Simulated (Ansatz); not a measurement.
# Ru3Pb2Se2: the cost of one run

Method: reference: DFT PBEsol, plane waves, PAW, scalar-relativistic, no spin polarisation, in Ansatz 0.2.0.

## (1) Starting point

Symmetry: R-3m, No. 166, trigonal system. The conventional cell has a = 5.713 Å, b = 5.713 Å, c = 14.530 Å, α = 90.00°, β = 90.00°, γ = 120.00°. Ru (site symmetry 2/m) has 2 Se at 2.34 Å as nearest neighbours. Around Se (site symmetry 3m) lie 3 Ru at 2.34 Å and 1 Pb at 3.18 Å. Pb (site symmetry -3m) is surrounded by 6 Ru at 2.86 Å and 2 Se at 3.18 Å. Pb (site symmetry -3m) has 6 Ru at 2.93 Å as nearest neighbours.

As a file:

```cif
data_structure
_symmetry_space_group_name_H-M 'R-3m:H'
_symmetry_Int_Tables_number 166
_cell_length_a 5.7127
_cell_length_b 5.7127
_cell_length_c 14.5302
_cell_angle_alpha 90.000
_cell_angle_beta 90.000
_cell_angle_gamma 120.000
_cell_volume 410.67
loop_
_atom_site_label
_atom_site_type_symbol
_atom_site_symmetry_multiplicity
_atom_site_Wyckoff_symbol
_atom_site_fract_x
_atom_site_fract_y
_atom_site_fract_z
_atom_site_occupancy
Ru1 Ru 9 d 0.16667 0.33333 0.83333 1
Se1 Se 6 c 0.33333 0.66667 0.94757 1
Pb1 Pb 3 b 0.66667 0.33333 0.83333 1
Pb2 Pb 3 a 0.00000 0.00000 0.00000 1
```

## (2) The reference run

The input, input.yaml:

```yaml
crystal:
  lattice:
    - [2.85636, 4.947355, 0.0]
    - [-2.85636, 4.947355, 0.0]
    - [0.0, -3.298237, 4.843408]
  atoms:
    - { symbol: Ru, position: [0.0, 0.0, 0.5] }
    - { symbol: Ru, position: [0.5, 0.0, 0.5] }
    - { symbol: Ru, position: [0.0, 0.5, 0.5] }
    - { symbol: Se, position: [0.2809, 0.2809, 0.8427] }
    - { symbol: Se, position: [0.7191, 0.7191, 0.1573] }
    - { symbol: Pb, position: [0.5, 0.5, 0.5] }
    - { symbol: Pb, position: [0.0, 0.0, 0.0] }
  symmetry: { tolerance: 0.0003 }
kpoints:
  mp_grid: { grid: [4, 4, 4], shift: [0, 0, 0] }
magnetization:
  spin_polarized: false
scf:
  occupations: { method: fermi_dirac, width: 0.0116 }
hamiltonian:
  pseudopotentials: { kind: paw }
  xc: pbesol
basis:
  ecutwfc: 420
output:
  forces: true
  stress: true
  eigenvalues: true
```

On the command line:

```bash
$ ansatz run input.yaml --threads 1 --pin off --max-ram 2560MiB --backend cpu --events-out ev --progress --plain --runs-dir out
```

**Question.** How long does this run take on 1 thread of Intel Xeon Platinum 8488C (Sapphire Rapids), shared host, and how much memory does it need?

About 4.9 s, with a peak of 0.53 GiB.
